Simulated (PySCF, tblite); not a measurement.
**FH₃O₃Ti, a small molecule taken as a stand-in for a surface group (titanium hydroxide): NMR shifts, core binding energies and electronic excitations**

What NMR shifts, core binding energies and electronic excitations should one expect for `[OH][Ti]([OH])([OH])[F]`?

Computed with tblite 0.8.0 and PySCF 2.14.0; each step states its level. No surroundings beyond the atoms listed, unless a continuum is named. Atoms count from 0, parts from 1.

## 1. Starting point

8 atoms, charge 0, multiplicity 1; geometry: distance geometry start.

## 2. Geometry optimisation with GFN2-xTB

Job settings and geometry (Å):

```
{"job": {"kind": "relax", "xc": "GFN2-xTB", "basis": "xTB"}, "charge": 0, "multiplicity": 1}
O     -0.060631     2.717150     0.110741
Ti    -0.363339     0.791203     0.168545
O      1.363342    -0.110496     0.315958
O     -1.268820     0.214866    -1.414724
F     -1.382075     0.385494     1.668613
H      0.799705     3.105472    -0.114114
H      1.846053    -0.540685    -0.448277
H     -1.019786    -0.586378    -1.944091
```

Method: GFN2-xTB geometry optimisation, gas phase.

Launch:

```sh
$ OMP_NUM_THREADS=1 python cluster_run.py task.json out
```

This one command runs all jobs of the session in turn.

**Question.** The jobs that follow are: PBE0-D3(BJ)/def2-SVP geometry optimisation, gas phase; GIAO PBE0/pcSseg-2 NMR shielding, non-relativistic, gas phase; delta-SCF UKS SCAN, pcX-2 on the ionised atom, pcseg-1 elsewhere, spin-free X2C; TDDFT CAM-B3LYP/def2-SVPD, vertical, gas phase, core orbitals frozen in the response. Predict: point group; rotational constants (main isotopes); ¹H shifts against TMS (PBE0/pcSseg-2, means over atoms taken as alike); ¹⁷O shifts against H2O (PBE0/pcSseg-2, means over atoms taken as alike); ¹⁹F shifts against CFCl3 (PBE0/pcSseg-2); shieldings of Ti (PBE0/pcSseg-2); surface potential, 1st and 99th percentile; O1s binding energies, SCAN/pcX-2; F1s binding energies, SCAN/pcX-2; lowest singlet (CAM-B3LYP/def2-SVPD); brightest single state of those computed; lowest triplet; vertical ionisation energy (ΔSCF); vertical electron affinity (ΔSCF).

As calculated:

```
                                                               quantity                                             value
                                                            point group                                                C3
                                   rotational constants (main isotopes)                              3.37, 3.29, 3.28 GHz
 ¹H shifts against TMS (PBE0/pcSseg-2, means over atoms taken as alike)                                          6.48 ppm
¹⁷O shifts against H2O (PBE0/pcSseg-2, means over atoms taken as alike)                                         312.5 ppm
                               ¹⁹F shifts against CFCl3 (PBE0/pcSseg-2)                                         212.2 ppm
                                       shieldings of Ti (PBE0/pcSseg-2)                                     Ti1 -58.1 ppm
                                  surface potential, 1st and 99th percentile                                -1.42 V and 2.76 V
                                       O1s binding energies, SCAN/pcX-2                                      O0 538.23 eV
                                       F1s binding energies, SCAN/pcX-2                                      F4 690.89 eV
                                   lowest singlet (CAM-B3LYP/def2-SVPD)                       6.25 eV (198 nm), f = 0.000
                               brightest single state of those computed                       state 5, 6.51 eV, f = 0.013
                                                         lowest triplet                                           5.93 eV
                                      vertical ionisation energy (ΔSCF)                                          12.10 eV
                                      vertical electron affinity (ΔSCF)  -0.26 eV (unbound: the value hangs on the basis)
```

In words: Relaxing lowered the energy by 0.393 eV in 12 steps; the close pair that moved most is Ti1–O3, from 1.693 to 1.772 Å (PBE0/def2-SVP). No frequency check was run at this level, so the end point may be a saddle. At PBE0/pcSseg-2: The largest span, 607 ppm, is at O0, O2, O3, where the paramagnetic term is -378 ppm. At PBE0/pcSseg-2, counted by nearest atom on the grid, the HOMO lies on O0, O2, O3 about 29 % each, the LUMO on Ti1 75 %; O0, O2 about 6 % each. The first singlet state (HOMO→LUMO 0.36, HOMO→LUMO+1 0.26) lies at 6.25 eV and is dark; of the 6 states computed, the strongest absorption comes from states 4 to 6 together at 6.51 eV (the last computed, so partners may be missing). The lowest triplet lies 0.33 eV below the lowest singlet (triplets in Tamm-Dancoff, singlets in full TDDFT). ΔSCF puts the ionisation energy at 12.10 eV, 0.96 eV above −ε(HOMO).
